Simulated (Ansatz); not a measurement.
The system is BaWO4.

```
W Ba O
1.0
    -2.83337    2.83337    6.36927
     2.83337   -2.83337    6.36927
     2.83337    2.83337   -6.36927
W Ba O
2 2 8
Direct
  0.00000 0.00000 0.00000
  0.75000 0.25000 0.50000
  0.50000 0.50000 0.00000
  0.25000 0.75000 0.50000
  0.59786 0.20311 0.14376
  0.79689 0.94065 0.39475
  0.95311 0.30935 0.10525
  0.20410 0.84786 0.89475
  0.54590 0.40214 0.60525
  0.05935 0.45410 0.85624
  0.69065 0.79590 0.64376
  0.15214 0.04689 0.35624
```

The cell is a database's computed one.

```yaml
Program: Ansatz 0.2.0
Task: single point
Functional: PBEsol
Potentials_or_basis: Ansatz PAW
Cutoff: "420 eV (not typed: the program's choice for these potentials)"
k_mesh: 7 × 7 × 7
Occupations: fermi-dirac, width 0.05 eV
Spin: no spin polarisation
```

On this cell: pressure -2.8 GPa; largest force 0.187 eV/Å; band gap on the k mesh 4.67 eV, indirect (least direct gap 4.70 eV).

The same run follows on a disturbed copy (atoms moved at random, drawn with an rms of 0.05 Å):

```
W Ba O
1.0
    -2.83337    2.83337    6.36927
     2.83337   -2.83337    6.36927
     2.83337    2.83337   -6.36927
W Ba O
2 2 8
Cartesian
  0.0471 0.0202 -0.0078
  0.0030 2.8253 3.1894
  0.0637 0.0264 6.4162
  2.7983 -0.0310 3.1497
  -0.7132 1.5541 4.1669
  1.5788 0.7425 8.5617
  -1.5245 2.1484 7.4119
  4.3420 0.7154 0.9520
  1.3300 2.1473 2.1944
  3.5215 1.3090 -2.2242
  2.1017 1.4658 5.3711
  0.7208 1.2943 -0.9727
```

What changes?

The energy moves by +22.3 meV/atom; pressure -1.0 GPa; largest force 4.246 eV/Å; band gap on the k mesh 4.52 eV, indirect (least direct gap 4.56 eV).

Forces in eV/Å, atoms in the order of the input:
```
W   -2.935 -3.032  0.476
W    0.846  0.377 -0.866
Ba  -0.065  0.012 -0.224
Ba   0.152  0.206  0.248
O   -0.619 -1.069  0.862
O   -0.813  0.157 -0.502
O    0.114  0.080 -0.238
O    0.776 -0.182 -0.307
O    0.170 -0.232 -0.160
O    0.429  0.694  0.823
O    1.172  1.694  0.957
O    0.773  1.295 -1.068
```

Stress tensor (GPa, compression positive):
```
-1.61  0.55 -0.41
 0.55 -0.68 -2.82
-0.41 -2.82 -0.61
```

Caveats: odd divisions of the mesh miss points on the zone boundary, where band edges often lie, so the gap on the mesh can be too wide; spin-orbit coupling is left out, which moves the levels of the heavy elements; the PAW data sets come from PBE, with cores solved anew for the run's functional, which leaves a small shift of forces and pressure.

A k mesh can miss the band edges.
